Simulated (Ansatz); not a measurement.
Predict the output of the script below (Ansatz 0.2.0, Python API).

`ch3fsb_basis.py`:
```python
"""How the energy of CH3FSb converges with the basis."""

import warnings

import ansatz as az

GEOMETRY = """
C    -0.32320    0.26780   -0.40850
Sb   -0.18660   -1.29810    1.01320
F     1.68800   -0.81610    1.36840
H    -1.32480    0.32650   -0.84280
H     0.36340    0.15810   -1.25750
H    -0.17460    1.29770    0.08100
"""


def main() -> None:
    warnings.simplefilter("ignore", az.DeckWarning)

    mol = az.Crystal.molecule()
    for line in GEOMETRY.strip().splitlines():
        symbol, *xyz = line.split()
        mol = mol.atom(symbol, [float(v) for v in xyz])

    model = mol.calculation()
    model = model.functional("B3LYP")
    model = model.spin("collinear", total=1)

    energies = {}
    for basis in ["def2-SVP", "def2-SVPD", "def2-TZVP", "def2-TZVPP"]:
        r = model.basis(gaussian=basis).run().report
        size = r["n_frozen"] + r["n_occupied"][0] + r["n_virtual"][0]
        energies[basis] = (r["reference_energy_ev"] / 27.211386246, r["free_energy_ev"] / 27.211386246)
        print(f"{basis:14s} {size:4d} orbitals  reference {energies[basis][0]:14.6f} Ha  total {energies[basis][1]:14.6f} Ha")

    last = energies["def2-TZVPP"][1]
    for basis, (_, total) in energies.items():
        print(f"{basis:14s} lies {27.211386 * (total - last):9.4f} eV above def2-TZVPP")


if __name__ == "__main__":
    main()
```

```console
$ python ch3fsb_basis.py
def2-SVP         69 orbitals  reference    -379.968178 Ha  total    -379.968178 Ha
def2-SVPD        99 orbitals  reference    -379.990013 Ha  total    -379.990013 Ha
def2-TZVP       130 orbitals  reference    -380.161611 Ha  total    -380.161611 Ha
def2-TZVPP      154 orbitals  reference    -380.162857 Ha  total    -380.162857 Ha
def2-SVP       lies    5.2975 eV above def2-TZVPP
def2-SVPD      lies    4.7033 eV above def2-TZVPP
def2-TZVP      lies    0.0339 eV above def2-TZVPP
def2-TZVPP     lies    0.0000 eV above def2-TZVPP
```

Against def2-SVP: def2-SVPD -21.8 mHa, def2-TZVP -193.4 mHa and def2-TZVPP -194.7 mHa. The last step alone is -1.25 mHa (these two sets differ little on atoms other than hydrogen). From the first set to the last the time grows from 2.8 to 5.3 s.

The drop along the ladder measures the basis error, and is no property of the molecule. The geometry is a force-field or estimated start, not a minimum of this method, and the last set is no limit. Much of the fall in a total is atomic energy, which cancels in bond and reaction energies. def2 sets replace the cores of elements past krypton by effective core potentials. The species is open-shell (spin multiplicity 2). b3lyp holds the VWN-RPA fit, as in Gaussian; the form of ORCA and Turbomole is b3lyp5. Wall time of the script: 16 s on 1 thread of Arm Neoverse V2, on a shared host, peak memory 0.38 GiB.
